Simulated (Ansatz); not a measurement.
# HF/3-21G run of C3H4O (methylketene)

Aim: the electronic atomisation energy of C3H4O (methylketene) at HF/3-21G, from 4 runs. 

Program for the calculation: Ansatz 0.2.0.

35 further runs of the same task are left out: 35 set aside as unsound or not needed.

### Step 1. The system as given

C3H4O: 8 atoms, total charge 0, spin state singlet. As SMILES, `CC=C=O`. The shape is that of a PBE0-D4/def2-TZVP optimisation.

Bond lengths: C1–C2 1.502 Å, C2–C3 1.308 Å, C3–O4 1.160 Å, C1–H5 1.093 Å, C1–H6 1.093 Å, C1–H7 1.090 Å, C2–H8 1.084 Å. Angles: C1–C2–C3 123.5°, C2–C3–O4 179.9°, C1–C2–H8 121.0°, C3–C2–H8 115.6°, C2–C1–H5 111.1°, C2–C1–H6 111.1°, C2–C1–H7 111.3°, H5–C1–H6 107.9°, H5–C1–H7 107.7°, H6–C1–H7 107.7°.

### Step 2. The energy at HF/3-21G

run.yaml

```yaml
crystal:
  periodic: [false, false, false]
  atoms:
    - {symbol: C, position_ang: [-0.527260, 0.797080, -0.183660]}
    - {symbol: C, position_ang: [-0.086970, -0.563690, 0.274760]}
    - {symbol: C, position_ang: [1.122630, -1.027770, 0.097370]}
    - {symbol: O, position_ang: [2.196540, -1.437400, -0.061070]}
    - {symbol: H, position_ang: [-1.351730, 0.723880, -0.897750]}
    - {symbol: H, position_ang: [-0.866500, 1.405090, 0.659100]}
    - {symbol: H, position_ang: [0.287360, 1.332930, -0.671970]}
    - {symbol: H, position_ang: [-0.774070, -1.230150, 0.783200]}
basis:
  gaussian: {orbitals: 3-21G.json}
magnetization: {spin_polarized: false}
hamiltonian: {xc: hf}
accuracy: high
output: {orbitals: {seedname: orbitals}}
```

The basis set 3-21G is read from a file made from the Basis Set Exchange's data (not shown).

Run with:

```console
ansatz run run.yaml --threads 1 --pin off --max-ram 3480MiB --events-out events.jsonl --progress --plain --runs-dir runs
```

The log of the run:

```text
Warning: RAYON_NUM_THREADS=1 ignored (pool sized by the plan → 1); use --threads N
Functional definition: HF
  name "HF"
  exchange = exact_x
  correlation = 0
989 factors; integrals over basis functions are off by at most 1.2e-8 eV
mean field evaluation 1: about -5159.8777 eV, gradient 2.9e1 eV
mean field evaluation 2: about -5159.8735 eV, gradient 2.9e1 eV
mean field evaluation 4: about -5161.7942 eV, gradient 3.7e0 eV
mean field evaluation 8: about -5161.8415 eV, gradient 1.5e-1 eV
mean field -5161.84170987 eV, -189.6941840156 hartree, gradient 2.2e-8 eV, S^2 0.000000; 0 other end points of the search recorded, 0 dependent functions left out
reference -5161.84170987 eV, -189.6941840156 hartree; 15, 15 occupied and 29, 29 virtual orbitals, 989 factors
Total energy: -5161.84170987 eV, -189.6941840156 hartree
```

It took 0.2 s on 1 thread of AMD EPYC 9R45 (Zen 5), shared host.

### Step 3. The C atom

in.yaml

```yaml
crystal:
  periodic: [false, false, false]
  atoms:
    - symbol: C
      position_ang: [0.000000, 0.000000, 0.000000]
basis:
  gaussian:
    orbitals: 3-21G.json
magnetization:
  spin_polarized: true
  initial_magnetization: 2
hamiltonian:
  xc: hf
accuracy: high
```

The basis set 3-21G is read from a file made from the Basis Set Exchange's data (not shown).

Run the same way, it converges to -37.48107 Eh (log not shown).

### Step 4. The H atom

in.yaml

```yaml
crystal:
  periodic: [false, false, false]
  atoms:
    - {symbol: H, position_ang: [0.000000, 0.000000, 0.000000]}
basis:
  gaussian:
    orbitals: 3-21G.json
magnetization:
  spin_polarized: true
  initial_magnetization: 1
hamiltonian:
  xc: hf
accuracy: high
```

The basis set 3-21G is read from a file made from the Basis Set Exchange's data (not shown).

Run the same way, it converges to -0.49620 Eh (log not shown).

### Step 5. The O atom, same level

run.yaml

```yaml
crystal:
  periodic: [false, false, false]
  atoms:
    - {symbol: O, position_ang: [0.000000, 0.000000, 0.000000]}
basis:
  gaussian: {orbitals: 3-21G.json}
magnetization: {spin_polarized: true, initial_magnetization: 2}
hamiltonian: {xc: hf}
accuracy: high
```

The basis set 3-21G is read from a file made from the Basis Set Exchange's data (not shown).

Run with:

```console
ansatz run run.yaml --threads 1 --pin off --max-ram 3480MiB --events-out events.jsonl --progress --plain --runs-dir runs
```

The log of the run:

```text
Warning: RAYON_NUM_THREADS=1 ignored (pool sized by the plan → 1); use --threads N
[... 4 set-up lines as earlier in the session ...]
42 factors; integrals over basis functions are off by at most 2.9e-9 eV
mean field evaluation 1: about -2024.2447 eV, gradient 5.2e0 eV
mean field evaluation 2: about -2024.2456 eV, gradient 5.2e0 eV
mean field evaluation 4: about -2024.3533 eV, gradient 4.5e-1 eV
mean field evaluation 8: about -2024.3545 eV, gradient 8.4e-7 eV
mean field evaluation 16: about -2024.3543 eV, gradient 2.2e-1 eV
mean field -2024.35454065 eV, -74.3936572123 hartree, gradient 1.5e-8 eV, S^2 2.001100; 0 other end points of the search recorded, 0 dependent functions left out
reference -2024.35454065 eV, -74.3936572123 hartree; 5, 3 occupied and 4, 6 virtual orbitals, 42 factors
Total energy: -2024.35454065 eV, -74.3936572123 hartree
```

It took 0.04 s on 1 thread of AMD EPYC 9R45 (Zen 5), shared host.

### Step 6. Outcome

At HF/3-21G:

| quantity | value |
| --- | --- |
| molecule: total energy | -189.69418 Eh |
| molecule: HOMO energy | -9.16 eV |
| molecule: LUMO energy | 3.92 eV |
| molecule: HOMO–LUMO gap | 13.08 eV |
| C atom: total energy | -37.48107 Eh |
| C atom: ⟨S²⟩ | 2.001 |
| H atom: total energy | -0.49620 Eh |
| H atom: ⟨S²⟩ | 0.750 |
| O atom: total energy | -74.39366 Eh |
| O atom: ⟨S²⟩ | 2.001 |
| electronic atomisation energy | 23.743 eV |

**Reading.** Taking the molecule apart into free atoms costs 23.74 eV (2291 kJ/mol), before zero-point energy and without spin-orbit coupling. Hartree–Fock lacks the correlation of the bonding pairs, which as a rule makes this value much too low; in minimal bases other errors can mask that. The basis has no polarisation functions, which makes bonds too weak.
